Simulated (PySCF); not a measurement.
# B2FH4N: the cost of one run

Programs: PySCF 2.14.0, with density-fitted response routines of our own. Each step states its level of theory. These are calculated values for one molecule in the gas phase, unless marked as measured. Atoms count from 0, in the outputs and in this text.

**1. The starting structure**

8 atoms, charge 0, multiplicity 1; geometry from: GFN2-xTB. The atoms were then displaced at random by about 0.01 Å, so the start is not that level's minimum.

Bonds of the start (Å): B0–N1 1.42, N1–B2 1.42, B2–F3 1.28, B0–H4 1.15, B0–H5 1.19, N1–H6 1.01, B2–H7 1.17.

**2. Geometry optimisation at PBE0-D3(BJ)/def2-SVP**

What the job is given:

```
{"job": {"xc": "PBE0", "basis": "def2-SVP", "d3": "d3bj", "grid": 1, "shake": 0.01, "kind": "geom"}, "charge": 0, "multiplicity": 1}
B      1.300690     0.260390    -0.048070
N      0.042890    -0.374860    -0.232310
B     -1.251200     0.015230     0.209140
F     -2.219040    -0.773890    -0.083970
H      2.246740    -0.191990    -0.517410
H      1.292070     1.293580     0.543120
H      0.070620    -1.242390    -0.748160
H     -1.427630     0.994790     0.825190
```

Run with:

```bash
OMP_NUM_THREADS=1 python probes_run.py task.json out
```

One launch serves the whole session: the jobs run in the order shown.

**Question.** How long does this first job take on 1 thread of Arm Neoverse V1, shared host, and how much memory does it need?

About 20 s, with a peak of 0.38 GiB.
